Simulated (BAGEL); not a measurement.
**SiBrF3 (SMILES F[Si](F)(F)Br): HF/3-21G (density fitting with qzvpp-jkfit)**

What is the energy change on altering one bond length of SiBrF3 at HF/3-21G (density fitting with qzvpp-jkfit)? 

The results are computed with BAGEL 1.2.2.

2 further runs of the same task are left out: 1 that didn't finish, 1 set aside as unsound or not needed.

## (1) The molecule

The species is SiBrF3 (5 atoms), meant as a singlet with charge 0. SMILES: `F[Si](F)(F)Br`. The shape is that of a PBE0-D4/def2-TZVP optimisation.

Bond lengths: F1–Si2 1.568 Å, Si2–F3 1.567 Å, Si2–F4 1.567 Å, Si2–Br5 2.162 Å. Angles: F1–Si2–F3 108.3°, F1–Si2–F4 108.4°, F1–Si2–Br5 110.6°, F3–Si2–F4 108.4°, F3–Si2–Br5 110.6°, F4–Si2–Br5 110.6°.

## (2) A single-point energy at HF/3-21G (density fitting with qzvpp-jkfit)

Input file input.json:

```json
{ "bagel": [

{
  "title": "molecule",
  "basis": "3-21g",
  "df_basis": "qzvpp-jkfit",
  "angstrom": "true",
  "geometry": [
    { "atom": "F", "xyz": [      -0.029000,       0.035600,       1.596600 ] },
    { "atom": "Si", "xyz": [       0.067100,      -0.086300,       0.036800 ] },
    { "atom": "F", "xyz": [      -0.416000,      -1.518900,      -0.376900 ] },
    { "atom": "F", "xyz": [       1.570800,       0.066500,      -0.378400 ] },
    { "atom": "Br", "xyz": [      -1.143000,       1.429400,      -0.919600 ] }
  ]
},

{
  "title": "hf"
},

{
  "title": "print",
  "file": "orbitals.molden",
  "orbitals": "true"
}

]}
```

Run with:

```bash
$ BAGEL_NUM_THREADS=1 BAGEL input.json > input.out
```

Log:

```text
* using 1 threads per process

  ===============================================================
  ===============================================================

  *** Geometry ***

  { "atom" : "F", "xyz" : [     -0.054802,      0.067274,      3.017137 ] },
  { "atom" : "Si", "xyz" : [      0.126801,     -0.163083,      0.069542 ] },
  { "atom" : "F", "xyz" : [     -0.786126,     -2.870305,     -0.712238 ] },
  { "atom" : "F", "xyz" : [      2.968382,      0.125667,     -0.715072 ] },
  { "atom" : "Br", "xyz" : [     -2.159957,      2.701175,     -1.737792 ] },

  Number of auxiliary basis functions:      625

  Since a DF basis is specified, we compute 2- and 3-index integrals:
    o Being stored without compression. Storage requirement is 0.019 GB

  Number of basis functions:       62
  Number of electrons      :       76

    * METHOD: MOLECULE                             0.34

  *** RHF ***

  === Nuclear Repulsion ===
   460.2245395908

      * DIIS with orbital gradients will be used.

  === RHF iteration (3-21g) ===
      0      -3144.17589996          0.02428707           0.11
      1      -3144.32545916          0.01338832           0.11
      2      -3144.37202279          0.00054339           0.11
      3      -3144.37226067          0.00013719           0.11
      4      -3144.37227777          0.00003202           0.11
      5      -3144.37227865          0.00000655           0.11
      6      -3144.37227869          0.00000088           0.11
      7      -3144.37227869          0.00000021           0.11
      8      -3144.37227869          0.00000004           0.11
      9      -3144.37227869          0.00000002           0.11
     10      -3144.37227869          0.00000000           0.11
    * SCF iteration converged.

    * Permanent dipole moment:
           (    0.110324,    -0.138112,     0.087432) a.u.

    * METHOD: HF                                   1.44

    * METHOD: PRINT                                0.01

  ===============================================================
```

Run time: 1.9 s. Hardware: 1 thread of Arm Neoverse V1, shared host; peak memory 0.13 GiB.

## (3) The distorted shape at the same level

Input file calc.json:

```json
{ "bagel": [

{
  "title": "molecule",
  "basis": "3-21g",
  "df_basis": "qzvpp-jkfit",
  "angstrom": true,
  "geometry": [
    { "atom": "F", "xyz": [      -0.254603,       0.012675,       1.658893 ] },
    { "atom": "Si", "xyz": [      -0.158503,      -0.109225,       0.099093 ] },
    { "atom": "F", "xyz": [      -0.641603,      -1.541825,      -0.314607 ] },
    { "atom": "F", "xyz": [       1.570800,       0.066500,      -0.378400 ] },
    { "atom": "Br", "xyz": [      -1.368603,       1.406475,      -0.857307 ] }
  ]
},

{ "title": "hf" },

{ "title": "print", "file": "orbitals.molden", "orbitals": true }

]}
```

Run with:

```bash
$ BAGEL_NUM_THREADS=1 BAGEL calc.json > calc.out
```

Log:

```text
* using 1 threads per process

  ===============================================================
  ===============================================================

  *** Geometry ***

  { "atom" : "F", "xyz" : [     -0.481130,      0.023952,      3.134853 ] },
  { "atom" : "Si", "xyz" : [     -0.299527,     -0.206405,      0.187259 ] },
  { "atom" : "F", "xyz" : [     -1.212454,     -2.913627,     -0.594521 ] },
  { "atom" : "F", "xyz" : [      2.968382,      0.125667,     -0.715072 ] },
  { "atom" : "Br", "xyz" : [     -2.586285,      2.657853,     -1.620075 ] },

  Number of auxiliary basis functions:      625

  Since a DF basis is specified, we compute 2- and 3-index integrals:
    o Being stored without compression. Storage requirement is 0.019 GB

  Number of basis functions:       62
  Number of electrons      :       76

    * METHOD: MOLECULE                             0.34

  *** RHF ***

  === Nuclear Repulsion ===
   449.2856384589

      * DIIS with orbital gradients will be used.

  === RHF iteration (3-21g) ===
      0      -3144.12286016          0.02568264           0.12
      1      -3144.28643899          0.01494514           0.11
      2      -3144.34658021          0.00080962           0.11
      3      -3144.34702691          0.00034370           0.11
      4      -3144.34709247          0.00010452           0.11
      5      -3144.34710016          0.00002764           0.11
      6      -3144.34710089          0.00000818           0.12
      7      -3144.34710096          0.00000138           0.12
      8      -3144.34710096          0.00000046           0.12
      9      -3144.34710096          0.00000021           0.11
     10      -3144.34710096          0.00000003           0.12
     11      -3144.34710096          0.00000001           0.12
     12      -3144.34710096          0.00000001           0.11
    * SCF iteration converged.

    * Permanent dipole moment:
           (    0.405956,    -0.156755,     0.044135) a.u.

    * METHOD: HF                                   1.72

    * METHOD: PRINT                                0.01

  ===============================================================
```

It took 2.2 s on 1 thread of Arm Neoverse V1, shared host; peak memory 0.13 GiB.

## (4) What came out

At HF/3-21G (density fitting with qzvpp-jkfit):

```
                                                          quantity           value
                                         first shape: total energy  -3144.37228 Eh
                                        first shape: dipole moment          0.50 D
                                          first shape: HOMO energy       -12.77 eV
                                          first shape: LUMO energy         3.76 eV
                                        first shape: HOMO–LUMO gap        16.53 eV
                                     distorted shape: total energy  -3144.34710 Eh
                                    distorted shape: dipole moment          1.11 D
                                      distorted shape: HOMO energy       -12.93 eV
                                      distorted shape: LUMO energy         2.92 eV
                                    distorted shape: HOMO–LUMO gap        15.85 eV
energy change with the Si2–F4 bond stretched from 1.567 to 1.803 Å        0.685 eV
```

In words: With the Si2–F4 bond stretched from 1.567 to 1.803 Å the energy rises by 0.69 eV (15.8 kcal/mol). The first shape isn't relaxed at this level, so the change isn't measured from a minimum.
